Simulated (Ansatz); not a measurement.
# AlH₅OSi₂: a ladder of functionals and wavefunction methods

An exercise on one series of results from a longer session: the logs are not shown, and one member is left open.

Method: functionals in def2-TZVPP, the program's frozen cores in correlated methods; program: Ansatz 0.2.0, Gaussian basis.

Plan: LDA (SPW92), PBE-D4, revPBE-D4, BLYP-D4, r2SCAN-D4, B97M-V, PBE0-D4, B3LYP-D4, r2SCANh-D4, r2SCAN0-D4, HSE06-D4, BHLYP-D4, CAM-B3LYP-D4, LC-ωPBE, ωB97X-V, ωB97M-V, B2PLYP, PBE-QIDH; CCSD(T)/def2-SVP; CCSD(T)/def2-TZVPP; MP2/def2-QZVPP; extrapolation to the limit; RPA on PBE.

## The geometry

The geometry comes from an earlier relaxation with PBE0-D4 in a triple-zeta def2 set; it is a stationary point, not always the lowest conformer.

SMILES `[SiH3][SiH]1[O][AlH]1`, 9 atoms, charge 0, spin multiplicity 1.

Atoms are counted from 1 here; the program's logs count them from 0.

Bond lengths: Si1–Si2 2.339 Å, Si1–H5 1.489 Å, Si1–H6 1.488 Å, Si1–H7 1.490 Å, Si2–O3 1.697 Å, Si2–Al4 2.277 Å, Si2–H8 1.494 Å, O3–Al4 1.738 Å, Al4–H9 1.577 Å. Angles: Si2–Si1–H5 108.5°, Si2–Si1–H6 110.0°, Si2–Si1–H7 112.4°, H5–Si1–H6 108.7°, H5–Si1–H7 108.5°, H6–Si1–H7 108.6°, Si1–Si2–O3 115.9°, Si1–Si2–Al4 126.7°, Si1–Si2–H8 109.3°, O3–Si2–Al4 49.2°, O3–Si2–H8 113.4°, Al4–Si2–H8 123.7°, Si2–O3–Al4 83.0°, Si2–Al4–O3 47.7°, Si2–Al4–H9 177.5°, O3–Al4–H9 129.8°.

Coordinates:

```
Si   -0.70768    0.96559   -1.26198
Si    0.13916   -0.82824   -0.02239
O     1.59451   -0.53877    0.80098
Al    0.61477   -0.83900    2.20415
H    -2.09202    0.62964   -1.69611
H    -0.75609    2.18935   -0.41704
H     0.11055    1.25541   -2.47264
H     0.17591   -2.04844   -0.88335
H     1.00938   -0.83185    3.73136
```

Set-up of the first run:

in.yaml

```yaml
crystal:
  periodic: [false, false, false]
  atoms:
    - {symbol: Si, position_ang: [-0.707678, 0.965594, -1.261976]}
    - {symbol: Si, position_ang: [0.139160, -0.828238, -0.022387]}
    - {symbol: O, position_ang: [1.594514, -0.538771, 0.800977]}
    - {symbol: Al, position_ang: [0.614767, -0.838998, 2.204150]}
    - {symbol: H, position_ang: [-2.092022, 0.629643, -1.696109]}
    - {symbol: H, position_ang: [-0.756087, 2.189348, -0.417037]}
    - {symbol: H, position_ang: [0.110549, 1.255407, -2.472636]}
    - {symbol: H, position_ang: [0.175912, -2.048435, -0.883345]}
    - {symbol: H, position_ang: [1.009385, -0.831849, 3.731364]}
basis:
  gaussian: {orbitals: def2-TZVPP}
hamiltonian: {xc: lda}
output: {orbitals: {seedname: orbitals}}
```

The run is started by

```bash
$ ansatz run in.yaml --threads 2 --pin off --events-out ev --progress --plain --max-ram 4352MiB
```

Among the steps run: LDA; PBE-D4 (GGA); revPBE-D4 (GGA); BLYP-D4 (GGA); r2SCAN-D4 (meta-GGA); B97M-V (meta-GGA); B3LYP-D4 (hybrid); r2SCANh-D4 (hybrid); r2SCAN0-D4 (hybrid); HSE06-D4 (hybrid); BHLYP-D4 (hybrid); CAM-B3LYP-D4 (range-separated); LC-ωPBE (range-separated); ωB97X-V (range-separated); ωB97M-V (range-separated); B2PLYP (double hybrid); PBE-QIDH (double hybrid).

One table of the session follows, with a row left open; its other results are not shown here.

It belongs to the step «Orbital energies across the functionals». 

| functional | HOMO (eV) | LUMO (eV) | gap (eV) |
| --- | --- | --- | --- |
| LDA (SPW92) | -5.39 | -2.53 | 2.86 |
| PBE-D4 | -5.28 | -2.34 | 2.94 |
| revPBE-D4 | -5.23 | -2.26 | 2.97 |
| BLYP-D4 | -5.13 | -2.20 | 2.94 |
| r2SCAN-D4 | -5.46 | -2.11 | 3.34 |
| B97M-V | -5.54 | -2.28 | 3.26 |
| PBE0-D4 | -6.26 | -1.58 | 4.68 |
| B3LYP-D4 | -6.08 | -1.76 | 4.32 |
| r2SCANh-D4 | -5.82 | -1.85 | 3.97 |
| r2SCAN0-D4 | -6.37 | -1.46 | 4.92 |
| HSE06-D4 | -5.87 | -1.95 | 3.92 |
| BHLYP-D4 | -7.13 | -0.76 | 6.37 |
| CAM-B3LYP-D4 | ? | ? | ? |
| LC-ωPBE | -8.65 | 0.44 | 9.09 |
| ωB97X-V | -8.37 | 0.35 | 8.72 |
| ωB97M-V | -8.18 | 0.09 | 8.27 |

**Question.** Estimate the row for CAM-B3LYP-D4.

The run gave: HOMO (eV): -7.44; LUMO (eV): -0.59; gap (eV): 6.85. In the column «HOMO (eV)» it lies between ωB97M-V (-8.18) and BHLYP-D4 (-7.13).
